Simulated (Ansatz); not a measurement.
# AgH16O8F: the cost of one run

All numbers below are computed with Ansatz 0.2.0 (DFT PBE, plane waves, PAW, scalar-relativistic, no spin polarisation).

### 1 Starting point

The cell holds 26 atoms (AgFH16O8): a = 6.573 Å, b = 6.573 Å, c = 6.573 Å, α = 90.00°, β = 90.00°, γ = 90.00°.

The coordinates stand in the first input below.

### 2 Relaxing the start

The input, input.yaml:

```yaml
crystal:
  lattice:
    - [6.573138, 0.0, 0.0]
    - [0.0, 6.573138, 0.0]
    - [0.0, 0.0, 6.573138]
  atoms:
    - { symbol: O, position: [0.8833035, 0.5580766, 0.6342973] }
    - { symbol: H, position: [0.8808012, 0.7000614, 0.6736249] }
    - { symbol: H, position: [0.8180598, 0.5565247, 0.5021858] }
    - { symbol: O, position: [0.2632681, 0.4045074, 0.8236149] }
    - { symbol: H, position: [0.2600761, 0.5177115, 0.7293427] }
    - { symbol: H, position: [0.2689845, 0.2857647, 0.7365511] }
    - { symbol: O, position: [0.4160878, 0.773975, 0.9668713] }
    - { symbol: H, position: [0.4851179, 0.7154948, 1.0831792] }
    - { symbol: H, position: [0.3077088, 0.6784128, 0.9379843] }
    - { symbol: O, position: [0.1286401, 0.041297, 0.5252489] }
    - { symbol: H, position: [0.1414705, 0.1784295, 0.4728783] }
    - { symbol: H, position: [0.0970124, -0.0395243, 0.4061683] }
    - { symbol: O, position: [0.6789232, 0.4732049, 0.1499554] }
    - { symbol: H, position: [0.7567559, 0.3505504, 0.1746649] }
    - { symbol: H, position: [0.7721192, 0.5603115, 0.0762022] }
    - { symbol: O, position: [0.6225029, 0.0257149, 0.5890639] }
    - { symbol: H, position: [0.6205726, 0.1332198, 0.4883088] }
    - { symbol: H, position: [0.5010229, -0.0524863, 0.5600845] }
    - { symbol: O, position: [0.8881997, 0.1657139, 0.8412261] }
    - { symbol: H, position: [0.7892303, 0.2737241, 0.8570834] }
    - { symbol: H, position: [0.985152, 0.2201179, 0.7445149] }
    - { symbol: O, position: [0.8069595, 1.0041628, 0.2074955] }
    - { symbol: H, position: [0.6634403, 1.0374796, 0.2096999] }
    - { symbol: H, position: [0.8115229, 0.863313, 0.2505433] }
    - { symbol: Ag, position: [0.1527632, 0.5172288, 0.2378793] }
    - { symbol: F, position: [0.2358284, 0.0699729, 0.126974] }
basis:
  ecutwfc: 420.0
kpoints:
  mp_grid: { grid: [1, 1, 1] }
hamiltonian:
  xc: pbe
scf:
  occupations: { method: fermi_dirac, width: 0.05 }
  lower_state_search: "off"
relax:
  f_tol: 0.3
  max_steps: 15
  adjacent_minimum: "off"
output:
  write_density: true
  write_potential: true
  elf: true
  volumetric_format: npy
```

On the command line:

```
> ansatz run input.yaml --threads 1 --pin off --max-ram 3072MiB --backend cpu --events-out ev --progress --plain --runs-dir out
```

What time and memory should one allow on 1 thread of Arm Neoverse V1, shared host?

About 41 s, with a peak of 0.4 GiB.
